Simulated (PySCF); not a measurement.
# C2H7NOSi: the cost of one run

The runs use PySCF 2.14.0, with density-fitted response routines of our own; the level of theory stands in each step. All values are computed, except where a source is named. Atoms count from 0, in the outputs and in this text.

### Step 1. Starting geometry

12 atoms, charge 0, multiplicity 1; geometry from: GFN2-xTB. The atoms were then displaced at random by about 0.01 Å, so the start is not that level's minimum.

Bonds of the start (Å): C0–C1 1.31, C1–O2 1.35, O2–Si3 1.58, Si3–N4 1.73, C0–H5 1.06, C0–H6 1.10, C1–H7 1.09, Si3–H8 1.43, Si3–H9 1.49, N4–H10 1.01, N4–H11 1.03.

### Step 2. Relaxing the molecule at PBE0-D3(BJ)/def2-SVP

What the job is given:

```
{"job": {"xc": "PBE0", "basis": "def2-SVP", "d3": "d3bj", "grid": 1, "shake": 0.01, "kind": "geom"}, "charge": 0, "multiplicity": 1}
C      1.854240     0.592000    -0.017640
C      1.446890    -0.526950     0.523790
O      0.230280    -1.107810     0.395530
Si    -1.065530    -0.717600    -0.428080
N     -1.659000     0.833640     0.044970
H      2.820530     1.005250     0.133790
H      1.173120     1.188450    -0.636810
H      2.133340    -1.103350     1.147150
H     -0.880710    -0.596690    -1.845450
H     -1.898180    -1.883500    -0.026710
H     -2.515550     1.195190    -0.337070
H     -1.599740     1.093110     1.037500
```

Run with:

```console
$ OMP_NUM_THREADS=1 python probes_run.py task.json out
```

One launch serves the whole session: the jobs run in the order shown.

Q: Estimate the wall time and peak memory of this first job on 1 thread of Arm Neoverse V1, shared host.

About 83 s, with a peak of 0.45 GiB.
